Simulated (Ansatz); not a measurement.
**C2H6BF2N: up Jacob's ladder to CCSD(T)**

An exercise on one series of results from a longer session: the logs are not shown, and one member is left open.

Method: functionals in def2-TZVPP, the program's frozen cores in correlated methods; program: Ansatz 0.2.0, Gaussian basis.

The runs, in order: PBE-D4, r2SCAN-D4, PBE0-D4, B3LYP-D4, ωB97X-V, ωB97M-V, B2PLYP; CCSD(T)/def2-TZVPP; MP2/def2-QZVPP; extrapolation to the limit.

### The geometry

An earlier PBE0-D4 in a triple-zeta def2 set relaxation fixed the geometry.

12 atoms, charge 0, spin multiplicity 1.

Atoms are counted from 1 here; the program's logs count them from 0.

Bond lengths: C1–B2 1.555 Å, C1–H7 1.092 Å, C1–H8 1.098 Å, C1–H9 1.091 Å, B2–F3 1.325 Å, B2–C4 1.593 Å, C4–N5 1.412 Å, C4–F6 1.412 Å, C4–H10 1.101 Å, N5–H11 1.011 Å, N5–H12 1.011 Å. Angles: B2–C1–H7 112.7°, B2–C1–H8 107.8°, B2–C1–H9 112.8°, H7–C1–H8 107.0°, H7–C1–H9 110.3°, H8–C1–H9 105.9°, C1–B2–F3 119.8°, C1–B2–C4 122.8°, F3–B2–C4 117.4°, B2–C4–N5 113.2°, B2–C4–F6 110.6°, B2–C4–H10 107.2°, N5–C4–F6 112.8°, N5–C4–H10 107.7°, F6–C4–H10 104.8°, C4–N5–H11 112.7°, C4–N5–H12 113.0°, H11–N5–H12 109.2°.

Coordinates:

| atom | x (Å) | y (Å) | z (Å) |
| --- | --- | --- | --- |
| C1 | -0.4430 | -0.9149 | 1.3889 |
| B2 | 0.6541 | -0.1105 | 0.6358 |
| F3 | 1.9191 | -0.2068 | 1.0169 |
| C4 | 0.3288 | 0.8576 | -0.5863 |
| N5 | -0.5627 | 0.2900 | -1.5230 |
| F6 | 1.5204 | 1.3269 | -1.1799 |
| H7 | -0.1725 | -1.1274 | 2.4250 |
| H8 | -0.5572 | -1.8824 | 0.8814 |
| H9 | -1.4228 | -0.4371 | 1.3437 |
| H10 | -0.1506 | 1.7569 | -0.1694 |
| H11 | -0.8360 | 0.9420 | -2.2454 |
| H12 | -0.2005 | -0.5493 | -1.9537 |

The first run:

Contents of in.yaml:

```yaml
crystal:
  periodic: [false, false, false]
  atoms:
    - {symbol: C, position_ang: [-0.442986, -0.914931, 1.388858]}
    - {symbol: B, position_ang: [0.654145, -0.110527, 0.635763]}
    - {symbol: F, position_ang: [1.919073, -0.206788, 1.016915]}
    - {symbol: C, position_ang: [0.328761, 0.857619, -0.586279]}
    - {symbol: N, position_ang: [-0.562693, 0.290017, -1.522983]}
    - {symbol: F, position_ang: [1.520380, 1.326929, -1.179941]}
    - {symbol: H, position_ang: [-0.172508, -1.127402, 2.425024]}
    - {symbol: H, position_ang: [-0.557230, -1.882362, 0.881382]}
    - {symbol: H, position_ang: [-1.422841, -0.437095, 1.343742]}
    - {symbol: H, position_ang: [-0.150572, 1.756891, -0.169403]}
    - {symbol: H, position_ang: [-0.835967, 0.941987, -2.245426]}
    - {symbol: H, position_ang: [-0.200460, -0.549338, -1.953651]}
basis:
  gaussian: {orbitals: def2-TZVPP}
hamiltonian: {xc: pbe, dispersion: d4}
output: {forces: true, orbitals: {seedname: orbitals}}
```

Command:

```
$ ansatz run in.yaml --threads 4 --pin off --events-out ev --progress --plain --max-ram 10444MiB
```

Among the steps run: PBE-D4 (GGA); r2SCAN-D4 (meta-GGA); PBE0-D4 (hybrid); B3LYP-D4 (hybrid); ωB97X-V (range-separated); ωB97M-V (range-separated); B2PLYP (double hybrid); CCSD(T) in def2-TZVPP; MP2 in def2-QZVPP.

One table of the session follows, with a row left open; its other results are not shown here.

| method | atomisation energy (kJ/mol) |
| --- | --- |
| PBE-D4 | ? |
| r2SCAN-D4 | 4769.1 |
| PBE0-D4 | 4778.8 |
| B3LYP-D4 | 4763.1 |
| ωB97X-V | 4766.6 |
| ωB97M-V | 4776.9 |
| B2PLYP | 4714.7 |
| HF/def2-TZVPP | 3461.5 |
| MP2/def2-TZVPP | 4725.7 |
| CCSD/def2-TZVPP | 4549.5 |
| CCSD(T)/def2-TZVPP | 4619.2 |
| MP2/CBS | 4846.0 |
| CCSD(T)/CBS | 4739.5 |

**Question.** Estimate the row for PBE-D4.

**Answer.** atomisation energy (kJ/mol): 4887.1. In the column «atomisation energy (kJ/mol)» it is the highest.

Limits of these values: Free atoms (2 C, 1 B, 2 F, 1 N, 6 H) were run apart at each level; the atomisation energy is their sum less the molecule, without zero-point or spin-orbit terms.
